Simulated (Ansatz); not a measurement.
# In2SiS: one candidate of a structure search

Aim: relax a trial structure of In2SiS and see where it ends.

Program: Ansatz 0.2.0. Level of theory: DFT PBE, scalar-relativistic, plane waves, PAW. These are calculated values, not measurements.

## 1. The system as given

The structure is hexagonal, space group P6/mmm (No. 191). The conventional cell has a = 4.046 Å, b = 4.046 Å, c = 6.199 Å, α = 90.00°, β = 90.00°, γ = 120.00°. In (site symmetry -6m2) is surrounded by 3 In at 2.34 Å and 3 Si at 2.34 Å. Around Si (site symmetry 6/mmm) lie 6 In at 2.34 Å. S (site symmetry 6/mmm) is surrounded by 2 Si at 3.10 Å.

As a file:

```
CELL_PARAMETERS angstrom
4.04550 0.00000 0.00000
-2.02275 3.50351 0.00000
0.00000 0.00000 6.19937
ATOMIC_POSITIONS crystal
In 0.33333 0.66667 0.50000
In 0.66667 0.33333 0.50000
Si 0.00000 0.00000 0.50000
S 0.00000 0.00000 0.00000
```

The cell is invented: random cell by space group and Wyckoff sites (P6/mmm, No. 191). Its size is a rough estimate.

## 2. A first look at the guess

File input.yaml:

```yaml
crystal:
  lattice:
    - [4.04550111, 0.0, 0.0]
    - [-2.02275056, 3.50350673, 0.0]
    - [0.0, 0.0, 6.19937107]
  atoms:
    - { symbol: In, position: [0.33333333, 0.66666667, 0.5] }
    - { symbol: In, position: [0.66666667, 0.33333333, 0.5] }
    - { symbol: Si, position: [0.0, 0.0, 0.5] }
    - { symbol: S, position: [0.0, 0.0, 0.0] }
basis:
  ecutwfc: 420
kpoints:
  mp_grid: { grid: [6, 6, 4] }
hamiltonian:
  xc: pbe
scf:
  occupations: { method: gaussian, width: 0.1 }
  lower_state_search: "off"
output:
  forces: true
  stress: true
  eigenvalues: true
```

The run is started by

```
> ansatz run input.yaml --threads 1 --pin off --max-ram 2560MiB --backend cpu --events-out ev --progress --plain --runs-dir out
```

Output, cut to the lines that bear on the results:

```text
[...]
SCF converged after 7 iterations
Free energy (F): -12721.923543 eV
[...]
E sigma→0 (E₀):  -12721.907695 eV
Entropy (-TS):   -0.031695 eV (-7.924 meV/atom)
Fermi energy:    8.633756 eV
[...]
--- Forces (eV/Å), atoms counted from 1 ---
  atom   1  In    -0.00000000    -0.00000000     0.00000000
  atom   2  In     0.00000000     0.00000000     0.00000000
  atom   3  Si     0.00000000     0.00000000     0.00000000
  atom   4  S      0.00000000     0.00000000     0.00000000
[...]
--- Stress (GPa, compression-positive) ---
       82.116545      -0.000000       0.000000
       -0.000000      82.116545      -0.000000
        0.000000      -0.000000     -14.384277
  P = ⅓ Tr σ = 49.9496 GPa (499.496 kbar)
--- Band table (eV; the first three rows and the last of 21) ---
  k-point 0: bands = ["-9.9237", "-9.1036", "-9.1036", "-8.9065", "-8.9065", "-8.6470", "-8.6470", "-7.5853", "-7.5853", "-7.2935", "-4.8098", "-2.1545", "2.9306", "7.0247", "7.0247", "7.3598", "7.3598", "8.1280", "8.9737", "8.9737", "9.1009", "12.3533"]
[...]
```

Wall time 2.4 s (1 thread of Arm Neoverse V2, shared host); peak memory 0.35 GiB.

From the probe: pressure 49.9 GPa, largest force 0.00 eV/Å, gap on this mesh none (metal). A guess like this is first relaxed loosely on the coarse mesh.

## 3. Coarse relaxation

Changes to input.yaml since step 2:

```diff
@@ -23 +23,6 @@
   eigenvalues: true
+relax:
+  adjacent_minimum: "off"
+  f_tol: 0.04
+  max_steps: 70
+  cell: { stress_tol: 0.4 }
```

The run is started by

```
> ansatz run input.yaml --threads 1 --pin off --max-ram 2560MiB --backend cpu --events-out ev --progress --plain --runs-dir out
```

Output:

```text
Warning: RAYON_NUM_THREADS=1 ignored (pool sized by the plan → 1); use --threads N
Engine: ansatz 0.2.0, aarch64-unknown-linux-gnu
Pseudopotentials: kind: paw
Pseudopotential: In, paw, valence charge 13, recommended cutoff 420 eV (normal), In.paw.azcp
Pseudopotential: Si, paw, valence charge 4, recommended cutoff 420 eV (normal), Si.paw.azcp
Pseudopotential: S, paw, valence charge 6, recommended cutoff 420 eV (normal), S.paw.azcp
Functional definition: PBE
  parameter kappa = 0.804
  parameter beta = 0.06672455060314922
  exchange = pbe_x(kappa = kappa, mu = beta*pi^2/3)
  correlation = pbe_c(beta = beta)
Crystal: 4 atoms, lattice volume = 87.866 Å³
Basis set: ecut = 420 eV, 1725 PW (Γ), exchange–correlation on 60×60×90 points (8 copies of the dense FFT grid, shifted against one another)
Bands: 22, of which v1, the nominal top of the filled ones, is band 18 counted from 1 (17 counted from 0)
Symmetry: 24 space group operations
Space group: P6/mmm (ITA 191), of the structure as read, at distance tolerance 4.4e-5 Å
k-points: 21 of 144
Non-local potential: In, projectors of the file, l = 0: 2, l = 1: 2, l = 2: 2, l = 3: 2
Non-local potential: Si, projectors of the file, l = 0: 2, l = 1: 2, l = 2: 2
Non-local potential: S, projectors of the file, l = 0: 2, l = 1: 2, l = 2: 2
PAW form: soft (Blöchl's): semilocal exchange-correlation on the pseudo side does not see the compensation charge
PAW one-centre angular grid: In, 590 points (default); XC on 64 Gauss nodes
PAW one-centre angular grid: Si, 110 points (default); XC on 64 Gauss nodes
PAW one-centre angular grid: S, 110 points (default); XC on 64 Gauss nodes
Initial density: superposition of atomic densities (neutral atoms: chi_scale 0, normalization atom), corrected by the library's trained network
Initial wavefunctions: pseudopotential atomic-orbital guess
Functional: x = pbe(κ = 0.804, μ = 0.2195149727645171), c = pbe(β = 0.06672455060314922)
SCF iter   1: F=—  HF=-12721.941690 eV  |F-HF|=—  |Δ(HF+E_count)|=         —  Δρ=8.21e-3  dr2=7.08e-2  ethr=1.77e-3  ⟨swp⟩=8.6  Hψ=2801  notcnv=0
preconditioner: auto → LDOS  [metal: Δε(μ)=0.048 eV  Ē_g=14.119 eV  σ=0.100 eV  W_gap=0.26  n_scr=22 (ndim 8)  ℏωp=23.8 eV  f_vac=0.012  D(μ)=6.32/eV (n_scr^D=72)  β→1.0]
SCF iter   2: F=—  HF=-12721.923978 eV  |F-HF|=—  |Δ(HF+E_count)|=   1.77e-2  Δρ=2.87e-3  dr2=4.34e-3  ethr=1.97e-4  ⟨swp⟩=2.3  Hψ=1064  notcnv=0  defer=1
SCF iter   3: F=—  HF=-12721.923819 eV  |F-HF|=—  |Δ(HF+E_count)|=   1.59e-4  Δρ=1.26e-3  dr2=9.06e-4  ethr=1.21e-5  ⟨swp⟩=2.0  Hψ=817  notcnv=0  defer=1
SCF iter   4: F=—  HF=-12721.923526 eV  |F-HF|=—  |Δ(HF+E_count)|=   2.93e-4  Δρ=3.10e-4  dr2=9.89e-5  ethr=2.52e-6  ⟨swp⟩=2.0  Hψ=703  notcnv=0  defer=1
SCF iter   5: F=—  HF=-12721.923545 eV  |F-HF|=—  |Δ(HF+E_count)|=   1.82e-5  Δρ=9.84e-5  dr2=1.00e-5  ethr=2.75e-7  ⟨swp⟩=2.2  Hψ=848  notcnv=0  defer=1
SCF iter   6: F=—  HF=-12721.923543 eV  |F-HF|=—  |Δ(HF+E_count)|=   1.68e-6  Δρ=1.96e-5  dr2=9.54e-7  ethr=2.78e-8  ⟨swp⟩=2.7  Hψ=833  notcnv=0  defer=1
SCF iter   7: F=-12721.923543 eV  HF=-12721.923543 eV  |F-HF|=1.96e-8  |Δ(HF+E_count)|=   1.12e-8  Δρ=3.61e-6  dr2=3.21e-8  ethr=2.78e-10  ⟨swp⟩=5.0  Hψ=2332  notcnv=0
SCF 1 converged in 7 iterations: F = -12721.923543 eV  dr2 = 3.21e-8
relax step   1: F+E_penalty+E_count = -12721.92354280 eV  Δ(F+E_penalty+E_count) = +0.000e0 eV  max|allowed force component| = 3.146e-16 eV/Å  Δτ_max = 0.0000 Å  P = +49.950 GPa  Ω = 87.866 Å³  (7 SCF iters, dr2 threshold 1.00e-7 eV, accepted)
Crystal: 4 atoms, lattice volume = 95.540 Å³
Basis set: ecut = 420 eV, 1875 PW (Γ), exchange–correlation on 60×60×90 points (8 copies of the dense FFT grid, shifted against one another)
Initial density: handed on by an earlier stage of this run
Initial wavefunctions: those handed on with the density
iter 1 solved again at ethr=1.59e-3 eV; its pass at ethr=3.10e-3 eV (dr2=5.73e-1 eV) is discarded
SCF iter   1: F=—  HF=-12725.721163 eV  |F-HF|=—  |Δ(HF+E_count)|=         —  Δρ=1.35e-2  dr2=5.73e-1  ethr=1.59e-3  ⟨swp⟩=1.0  Hψ=3215  notcnv=0
preconditioner: auto → LDOS  [metal: Δε(μ)=0.061 eV  Ē_g=13.564 eV  σ=0.100 eV  W_gap=0.32  n_scr=22 (ndim 8)  ℏωp=22.8 eV  f_vac=0.028  D(μ)=3.15/eV (n_scr^D=22)  β→1.0]
SCF iter   2: F=—  HF=-12725.665329 eV  |F-HF|=—  |Δ(HF+E_count)|=   5.58e-2  Δρ=1.15e-2  dr2=3.18e-1  ethr=1.59e-3  ⟨swp⟩=2.2  Hψ=624  notcnv=0
SCF iter   3: F=—  HF=-12725.644018 eV  |F-HF|=—  |Δ(HF+E_count)|=   2.13e-2  Δρ=2.87e-3  dr2=2.46e-2  ethr=8.85e-4  ⟨swp⟩=1.1  Hψ=624  notcnv=0
SCF iter   4: F=—  HF=-12725.641557 eV  |F-HF|=—  |Δ(HF+E_count)|=   2.46e-3  Δρ=1.30e-3  dr2=5.50e-3  ethr=6.84e-5  ⟨swp⟩=1.5  Hψ=503  notcnv=0
SCF iter   5: F=—  HF=-12725.641154 eV  |F-HF|=—  |Δ(HF+E_count)|=   4.03e-4  Δρ=7.91e-4  dr2=1.55e-3  ethr=1.53e-5  ⟨swp⟩=1.0  Hψ=461  notcnv=0
SCF iter   6: F=—  HF=-12725.640999 eV  |F-HF|=—  |Δ(HF+E_count)|=   1.55e-4  Δρ=2.18e-4  dr2=1.57e-4  ethr=4.32e-6  ⟨swp⟩=1.0  Hψ=461  notcnv=0
SCF iter   7: F=—  HF=-12725.640991 eV  |F-HF|=—  |Δ(HF+E_count)|=   7.35e-6  Δρ=3.38e-5  dr2=8.64e-7  ethr=4.37e-7  ⟨swp⟩=1.9  Hψ=520  notcnv=0
SCF iter   8: F=—  HF=-12725.640992 eV  |F-HF|=—  |Δ(HF+E_count)|=   2.03e-7  Δρ=1.80e-5  dr2=1.00e-6  ethr=1.11e-9  ⟨swp⟩=7.5  Hψ=2305  notcnv=0
SCF iter   9: F=-12725.640992 eV  HF=-12725.640992 eV  |F-HF|=8.43e-9  |Δ(HF+E_count)|=   7.39e-8  Δρ=2.94e-6  dr2=9.89e-9  ethr=1.11e-9  ⟨swp⟩=3.0  Hψ=1609  notcnv=0
SCF 2 converged in 9 iterations: F = -12725.640992 eV  dr2 = 9.89e-9
relax step   2: F+E_penalty+E_count = -12725.64099152 eV  Δ(F+E_penalty+E_count) = -3.717e0 eV  max|allowed force component| = 1.758e-16 eV/Å  Δτ_max = 0.0000 Å  P = +28.988 GPa  Ω = 95.540 Å³  energy of the carried Pulay correction = -2.957e-3 eV  (9 SCF iters, dr2 threshold 4.00e-7 eV, accepted)
Crystal: 4 atoms, lattice volume = 101.006 Å³
Basis set: ecut = 420 eV, 1993 PW (Γ), exchange–correlation on 60×60×90 points (8 copies of the dense FFT grid, shifted against one another)
iter 1 solved again at ethr=5.56e-4 eV; its pass at ethr=3.10e-3 eV (dr2=2.00e-1 eV) is discarded
SCF iter   1: F=—  HF=-12728.343847 eV  |F-HF|=—  |Δ(HF+E_count)|=         —  Δρ=8.67e-3  dr2=2.00e-1  ethr=5.56e-4  ⟨swp⟩=1.0  Hψ=3267  notcnv=0
preconditioner: auto → LDOS  [metal: Δε(μ)=0.093 eV  Ē_g=13.128 eV  σ=0.100 eV  W_gap=0.48  n_scr=22 (ndim 8)  ℏωp=22.2 eV  f_vac=0.032  D(μ)=3.61/eV (n_scr^D=22)  β→1.0]
SCF iter   2: F=—  HF=-12728.309037 eV  |F-HF|=—  |Δ(HF+E_count)|=   3.48e-2  Δρ=3.87e-3  dr2=1.93e-2  ethr=5.55e-4  ⟨swp⟩=2.9  Hψ=898  notcnv=0
SCF iter   3: F=—  HF=-12728.307141 eV  |F-HF|=—  |Δ(HF+E_count)|=   1.90e-3  Δρ=1.42e-3  dr2=4.21e-3  ethr=5.37e-5  ⟨swp⟩=2.1  Hψ=956  notcnv=0
SCF iter   4: F=—  HF=-12728.306268 eV  |F-HF|=—  |Δ(HF+E_count)|=   8.73e-4  Δρ=5.27e-4  dr2=4.77e-4  ethr=1.17e-5  ⟨swp⟩=2.7  Hψ=854  notcnv=0
SCF iter   5: F=—  HF=-12728.306157 eV  |F-HF|=—  |Δ(HF+E_count)|=   1.11e-4  Δρ=1.89e-4  dr2=1.01e-4  ethr=1.32e-6  ⟨swp⟩=2.2  Hψ=664  notcnv=0
SCF iter   6: F=—  HF=-12728.306158 eV  |F-HF|=—  |Δ(HF+E_count)|=   9.79e-7  Δρ=3.73e-5  dr2=1.28e-6  ethr=2.82e-7  ⟨swp⟩=2.6  Hψ=804  notcnv=0
SCF iter   7: F=-12728.306159 eV  HF=-12728.306159 eV  |F-HF|=3.84e-8  |Δ(HF+E_count)|=   2.62e-7  Δρ=8.05e-6  dr2=8.66e-8  ethr=1.11e-9  ⟨swp⟩=7.2  Hψ=2234  notcnv=0
SCF 3 converged in 7 iterations: F = -12728.306159 eV  dr2 = 8.66e-8
relax step   3: F+E_penalty+E_count = -12728.30615859 eV  Δ(F+E_penalty+E_count) = -2.665e0 eV  max|allowed force component| = 2.591e-16 eV/Å  Δτ_max = 0.0000 Å  P = +16.925 GPa  Ω = 101.006 Å³  energy of the carried Pulay correction = -4.830e-3 eV  (7 SCF iters, dr2 threshold 4.00e-7 eV, accepted)
[... from here on, the SCF cycles and remarks between the steps are left out ...]
relax step   4: F+E_penalty+E_count = -12730.21357727 eV  Δ(F+E_penalty+E_count) = -1.907e0 eV  max|allowed force component| = 7.401e-17 eV/Å  Δτ_max = 0.0000 Å  P = +8.743 GPa  Ω = 104.114 Å³  energy of the carried Pulay correction = -5.747e-3 eV  (6 SCF iters, dr2 threshold 4.00e-7 eV, accepted)
relax step   5: F+E_penalty+E_count = -12731.24875382 eV  Δ(F+E_penalty+E_count) = -1.035e0 eV  max|allowed force component| = 2.174e-16 eV/Å  Δτ_max = 0.0000 Å  P = +5.131 GPa  Ω = 104.252 Å³  energy of the carried Pulay correction = -5.637e-3 eV  (6 SCF iters, dr2 threshold 4.00e-7 eV, accepted)
relax step   6: F+E_penalty+E_count = -12731.93901261 eV  Δ(F+E_penalty+E_count) = -6.903e-1 eV  max|allowed force component| = 3.701e-17 eV/Å  Δτ_max = 0.0000 Å  P = +2.865 GPa  Ω = 103.014 Å³  energy of the carried Pulay correction = -5.052e-3 eV  (6 SCF iters, dr2 threshold 4.00e-7 eV, accepted)
relax step   7: F+E_penalty+E_count = -12732.28924226 eV  Δ(F+E_penalty+E_count) = -3.502e-1 eV  max|allowed force component| = 5.551e-17 eV/Å  Δτ_max = 0.0000 Å  P = +2.065 GPa  Ω = 100.792 Å³  energy of the carried Pulay correction = -4.118e-3 eV  (6 SCF iters, dr2 threshold 4.00e-7 eV, accepted)
relax step   8: F+E_penalty+E_count = -12732.34656435 eV  Δ(F+E_penalty+E_count) = -5.732e-2 eV  max|allowed force component| = 5.551e-17 eV/Å  Δτ_max = 0.0000 Å  P = +0.677 GPa  Ω = 101.485 Å³  energy of the carried Pulay correction = -4.281e-3 eV  (7 SCF iters, dr2 threshold 4.00e-7 eV, accepted)
relax step   9: F+E_penalty+E_count = -12732.35080516 eV  Δ(F+E_penalty+E_count) = -4.241e-3 eV  max|allowed force component| = 1.249e-16 eV/Å  Δτ_max = 0.0000 Å  P = -0.082 GPa  Ω = 102.856 Å³  energy of the carried Pulay correction = -4.782e-3 eV  (6 SCF iters, dr2 threshold 4.00e-7 eV, accepted)
relax step  10: F+E_penalty+E_count = -12732.56609973 eV  Δ(F+E_penalty+E_count) = -2.153e-1 eV  max|allowed force component| = 1.295e-16 eV/Å  Δτ_max = 0.0000 Å  P = +2.889 GPa  Ω = 102.856 Å³  stress off target by 4.35e0 GPa  SCF on the basis re-selected at this cell (its energy is not comparable with the rows above)  (6 SCF iters)
relax step  11: F+E_penalty+E_count = -12732.65857249 eV  Δ(F+E_penalty+E_count) = -9.247e-2 eV  max|allowed force component| = 8.327e-17 eV/Å  Δτ_max = 0.0000 Å  P = +0.707 GPa  Ω = 108.227 Å³  energy of the carried Pulay correction = -1.024e-3 eV  (6 SCF iters, dr2 threshold 4.00e-7 eV, accepted)
relax step  12: F+E_penalty+E_count = -12732.66167560 eV  Δ(F+E_penalty+E_count) = -3.103e-3 eV  max|allowed force component| = 1.249e-16 eV/Å  Δτ_max = 0.0000 Å  P = -0.425 GPa  Ω = 111.947 Å³  energy of the carried Pulay correction = -1.780e-3 eV  (5 SCF iters, dr2 threshold 4.00e-7 eV, accepted)
relax step  13: F+E_penalty+E_count = -12732.66486963 eV  Δ(F+E_penalty+E_count) = -3.194e-3 eV  max|allowed force component| = 7.633e-17 eV/Å  Δτ_max = 0.0000 Å  P = -0.027 GPa  Ω = 110.527 Å³  energy of the carried Pulay correction = -1.487e-3 eV  (5 SCF iters, dr2 threshold 4.00e-7 eV, accepted)
iter 1 solved again at ethr=3.22e-7 eV; its pass at ethr=3.10e-3 eV (dr2=1.16e-4 eV) is discarded
SCF iter   1: F=—  HF=-12732.666129 eV  |F-HF|=—  |Δ(HF+E_count)|=         —  Δρ=9.42e-5  dr2=1.88e-6  ethr=3.22e-7  ⟨swp⟩=3.3  Hψ=3462  notcnv=0
preconditioner: auto → LDOS  [insulator: Δε(μ)=0.107 eV  Ē_g=12.270 eV  σ=0.100 eV  W_gap=0.55  n_scr=20 (ndim 8)  ℏωp=21.2 eV  f_vac=0.022  D(μ)=1.61/eV (n_scr^D=8)  ε∞_Penn≈4.0  β→1.0]
SCF iter   2: F=—  HF=-12732.666124 eV  |F-HF|=—  |Δ(HF+E_count)|=   5.04e-6  Δρ=4.12e-5  dr2=1.25e-6  ethr=5.23e-9  ⟨swp⟩=2.0  Hψ=838  notcnv=0
SCF iter   3: F=—  HF=-12732.666124 eV  |F-HF|=—  |Δ(HF+E_count)|=   6.09e-7  Δρ=8.06e-6  dr2=4.52e-8  ethr=3.48e-9  ⟨swp⟩=2.0  Hψ=809  notcnv=0
SCF iter   4: F=-12732.666124 eV  HF=-12732.666124 eV  |F-HF|=7.28e-11  |Δ(HF+E_count)|=   5.49e-9  Δρ=9.83e-7  dr2=5.52e-10  ethr=7.11e-12  ⟨swp⟩=3.3  Hψ=1995  notcnv=0
SCF 14 converged in 4 iterations: F = -12732.666124 eV  dr2 = 5.52e-10
relax step  14: F+E_penalty+E_count = -12732.66612354 eV  Δ(F+E_penalty+E_count) = -1.254e-3 eV  max|allowed force component| = 6.245e-17 eV/Å  Δτ_max = 0.0000 Å  P = -0.036 GPa  Ω = 110.527 Å³  stress off target by 4.84e-2 GPa  SCF on the basis re-selected at this cell (its energy is not comparable with the rows above)  (4 SCF iters)
basis re-selected at this cell: Δ(F+E_penalty+E_count) = -1.254e-3 eV, ΔP = -0.009 GPa vs the last step (what re-selecting the basis moved, of the pressure what is left beyond the Pulay correction that the steps carried, after the strain that the cell walked since its last selection, with what the two solves' SCF thresholds leave and, on support functions, any second-order correction that the steps lacked; it is no measure of the basis error at this ecutwfc). This SCF's stress stands 4.84e-2 GPa from its target on what of the cell is left free (relax.cell.stress_tol is 4.00e-1 GPa) and its largest allowed force component is 6.25e-17 eV/Å (relax.f_tol is 4.00e-2 eV/Å): within both
SCF converged after 4 iterations
Free energy (F): -12732.666124 eV
Harris-Foulkes:  -12732.666124 eV  (|F-HF|=7.28e-11)
Internal energy: -12732.658074 eV  (E = F + TS)
E sigma→0 (E₀):  -12732.662099 eV
Entropy (-TS):   -0.008050 eV (-2.012 meV/atom)
Fermi energy:    6.487250 eV
--- Per-component energies (eV) ---
  E_band       = -138.203878
  E_kinetic    = 625.717056
  E_local      = -2949.830335  (includes V_loc(G=0)·N_el)
  E_nonlocal   = 786.462775
  E_hartree    = 1167.268220
  E_xc         = -582.853881
  E_vxc        = -331.946366  (∫ρ·V_xc dr)
  E_paw        = -9415.632277  (= ΣΔE_a)
  E_vpaw       = -603.144760  (= ΣTr[D̂ρ^β])
  E_aug_tail   = 0.000060  (compensation charges beyond the density's cutoff)
  E_ewald      = -2363.789691
  E_smearing   = -0.008050  (= −TS)
  E_closure    = -0.000000  (closes the sum)
  Σ components = -12732.666124   (vs F -12732.666124, Δ=0.00e0)
--- Forces (eV/Å), atoms counted from 1 ---
  atom   1  In    -0.00000000    -0.00000000     0.00000000
  atom   2  In     0.00000000     0.00000000    -0.00000000
  atom   3  Si     0.00000000     0.00000000     0.00000000
  atom   4  S      0.00000000     0.00000000     0.00000000
  max |Σ_I F_I| component: 2.78e-17 eV/Å
--- Stress (GPa, compression-positive) ---
       -0.048401      -0.000000       0.000000
       -0.000000      -0.048401       0.000000
        0.000000       0.000000      -0.011308
  P = ⅓ Tr σ = -0.0360 GPa (-0.360 kbar)
--- Band table (eV; the first three rows and the last of 21) ---
  k-point 0: bands = ["-8.3476", "-8.1897", "-8.1897", "-8.1542", "-8.1542", "-8.0333", "-8.0311", "-8.0311", "-8.0230", "-8.0230", "-6.8862", "-1.1852", "0.7821", "3.1080", "3.1080", "3.3418", "5.4427", "6.0417", "6.0417", "7.5468", "7.5468", "8.3682"]
  k-point 1: bands = ["-8.3389", "-8.1926", "-8.1926", "-8.1539", "-8.1539", "-8.0329", "-8.0329", "-8.0262", "-8.0222", "-8.0222", "-6.6558", "-2.3702", "1.2938", "3.4615", "3.4615", "5.0624", "5.6560", "6.2203", "6.2203", "6.3672", "6.3672", "6.7706"]
  k-point 2: bands = ["-8.3305", "-8.1954", "-8.1954", "-8.1537", "-8.1537", "-8.0346", "-8.0346", "-8.0215", "-8.0215", "-8.0192", "-6.3531", "-3.2656", "1.6905", "4.1857", "4.1857", "5.0829", "5.0829", "5.6114", "5.9233", "6.4250", "6.4250", "8.0996"]
  k-point 20: bands = ["-8.3696", "-8.2624", "-8.2624", "-8.2395", "-8.1182", "-8.1182", "-8.0090", "-7.9777", "-7.9777", "-7.7888", "-6.2825", "-2.4964", "0.7684", "0.7684", "3.5465", "3.5465", "5.7125", "7.5416", "7.5416", "8.2036", "8.2036", "9.4053"]
--- Relaxed structure (12 steps of the walk, 12 accepted, 2 SCFs on fresh bases) ---
  F+E_penalty+E_count = -12732.66612354 eV   max|allowed force component| = 6.245e-17 eV/Å   (the final SCF, on the basis selected at the relaxed cell)
  cell:  # Å, volume = 110.5267 Å³
    - [5.2642081057704475, 3.756385125277928e-9, 5.768829300037909e-34]
    - [-2.632104056138348, 4.558937948526974, -8.923825863036645e-34]
    - [1.6785224886704798e-34, -1.0686593177868755e-33, 4.605434639030348]
  atoms:
    - { symbol: In, position: [0.33333333333333337, 0.6666666666666667, 0.5] }
    - { symbol: In, position: [0.6666666666666667, 0.33333333333333337, 0.5] }
    - { symbol: Si, position: [9.66926832381138e-35, 1.5117160470585206e-34, 0.5] }
    - { symbol: S, position: [2.199922509235037e-34, 5.039053474724275e-35, 8.236092143148846e-84] }
```

Run time: 36 s. Hardware: 1 thread of Arm Neoverse V2, shared host; peak memory 0.38 GiB.

Step by step:

| step | energy from step 1 (eV/cell) | largest force component (eV/Å) | pressure (GPa) | volume (Å³) |
| --- | --- | --- | --- | --- |
| 1 | 0.0000 | 0.0000 | 49.95 | 87.87 |
| 2 | -3.7174 | 0.0000 | 28.99 | 95.54 |
| 3 | -6.3826 | 0.0000 | 16.92 | 101.01 |
| 4 | -8.2900 | 0.0000 | 8.74 | 104.11 |
| 5 | -9.3252 | 0.0000 | 5.13 | 104.25 |
| 6 | -10.0155 | 0.0000 | 2.86 | 103.01 |
| 7 | -10.3657 | 0.0000 | 2.06 | 100.79 |
| 8 | -10.4230 | 0.0000 | 0.68 | 101.49 |
| 9 | -10.4273 | 0.0000 | -0.08 | 102.86 |
| 10 | -10.6426 | 0.0000 | 2.89 | 102.86 |
| 11 | -10.7350 | 0.0000 | 0.71 | 108.23 |
| 12 | -10.7381 | 0.0000 | -0.43 | 111.95 |
| 13 | -10.7413 | 0.0000 | -0.03 | 110.53 |
| 14 | -10.7426 | 0.0000 | -0.04 | 110.53 |

Step 1 is the start. Steps 10, 14 each repeat the geometry before them on a plane-wave basis chosen anew, so the energy can jump there without any move.

|  | before | after | change |
| --- | --- | --- | --- |
| a (Å) | 4.046 | 5.264 | +30.1 % |
| b (Å) | 4.046 | 5.264 | +30.1 % |
| c (Å) | 6.199 | 4.605 | -25.7 % |
| volume (Å³/atom) | 21.97 | 27.63 | +25.8 % |
| shortest distance (Å) | 2.336 | 2.303 | -1.4 % |
| space group (0.01 Å) | P6/mmm | P6/mmm | same |

The run keeps the 24 symmetry operations of the start, so it could not have lowered the symmetry.

[end of part 1 of 2]
